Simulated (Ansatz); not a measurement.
**CH5NSSn: one species, many methods**

Aim: compute CH5NSSn with functionals from several rungs and with coupled cluster, and see how far each lands from CCSD(T) at the basis-set limit for the atomisation energy.

Method: functionals in def2-TZVPP, the program's frozen cores in correlated methods; program: Ansatz 0.2.0, Gaussian basis.

The runs, in order: PBE-D4, r2SCAN-D4, PBE0-D4, B3LYP-D4, ωB97X-V, ωB97M-V, B2PLYP; CCSD(T)/def2-TZVPP; MP2/def2-QZVPP; extrapolation to the limit.

## Step 1: Structure used throughout

An earlier PBE0-D4 in a triple-zeta def2 set relaxation fixed the geometry. Sn takes the def2 core potential; no spin-orbit term is included.

SMILES `N=C[S][SnH3]`, 9 atoms, charge 0, spin multiplicity 1.

Atoms are counted from 1 here; the program's logs count them from 0.

Bond lengths: N1–C2 1.258 Å, N1–H5 1.020 Å, C2–S3 1.774 Å, C2–H6 1.092 Å, S3–Sn4 2.415 Å, Sn4–H7 1.702 Å, Sn4–H8 1.702 Å, Sn4–H9 1.703 Å. Angles: C2–N1–H5 112.6°, N1–C2–S3 125.3°, N1–C2–H6 119.1°, S3–C2–H6 115.6°, C2–S3–Sn4 101.5°, S3–Sn4–H7 108.1°, S3–Sn4–H8 108.3°, S3–Sn4–H9 105.3°, H7–Sn4–H8 110.9°, H7–Sn4–H9 112.0°, H8–Sn4–H9 111.9°.

## Step 2: PBE-D4 (GGA)

The input, in.yaml:

```yaml
crystal:
  periodic: [false, false, false]
  atoms:
    - {symbol: N, position_ang: [1.099535, 1.964147, -1.519496]}
    - {symbol: C, position_ang: [0.534295, 1.152133, -0.742928]}
    - {symbol: S, position_ang: [0.709660, -0.612090, -0.798313]}
    - {symbol: Sn, position_ang: [-0.728420, -1.297088, 1.017260]}
    - {symbol: H, position_ang: [1.688904, 1.500581, -2.211400]}
    - {symbol: H, position_ang: [-0.122502, 1.536302, 0.039871]}
    - {symbol: H, position_ang: [0.209873, -2.172336, 2.135332]}
    - {symbol: H, position_ang: [-1.972020, -2.267709, 0.378055]}
    - {symbol: H, position_ang: [-1.330825, 0.149659, 1.684519]}
basis:
  gaussian: {orbitals: def2-TZVPP}
hamiltonian: {xc: pbe, dispersion: d4}
output: {forces: true, orbitals: {seedname: orbitals}}
```

Launch:

```console
ansatz run in.yaml --threads 4 --pin off --events-out ev --progress --plain --max-ram 10444MiB
```

After this run come: r2SCAN-D4 (meta-GGA); PBE0-D4 (hybrid); B3LYP-D4 (hybrid); ωB97X-V (range-separated); ωB97M-V (range-separated); B2PLYP (double hybrid); CCSD(T) in def2-TZVPP; MP2 in def2-QZVPP.

Q: Predict the results of all the runs planned. Wanted: atomisation energy, CCSD(T)/CBS; farthest; mean size of error, hybrid; mean size of error, range-separated; gap, smallest and largest; T1 diagnostic; triples share of the correlation energy.

The runs gave:

```
                               quantity                                           value
        atomisation energy, CCSD(T)/CBS                                   2792.8 kJ/mol
 functionals within 27.9 kJ/mol (1.0 %)  r2SCAN-D4, PBE0-D4, B3LYP-D4, ωB97X-V, ωB97M-V
                               farthest                           PBE-D4 (+65.7 kJ/mol)
             mean size of error, hybrid                                      6.8 kJ/mol
    mean size of error, range-separated                                      9.1 kJ/mol
              gap, smallest and largest            4.45 eV (PBE-D4), 10.50 eV (ωB97X-V)
                          T1 diagnostic                                          0.0145
triples share of the correlation energy                                           4.0 %
```

**Reading.** PBE-D4 is off by +65.7 kJ/mol. Double hybrids carry the basis error of their MP2 part in triple zeta, and no dispersion term here, so their miss is partly the set-up's. Misses under about 27.9 kJ/mol are within the doubt on the reference itself, which lacks core-valence correlation, spin-orbit coupling and higher excitations, and its outer-core shells are covered unevenly. All levels share the lack of spin-orbit coupling, which lowers the free heavy atoms and so the true binding. Hartree-Fock recovers 66 % of the binding; the rest is correlation. The gap grows from 4.4 to 10.5 eV across the functionals, mostly with the share of exact exchange. Correlated methods include outer-core shells of Sn, which these sets cover unevenly.
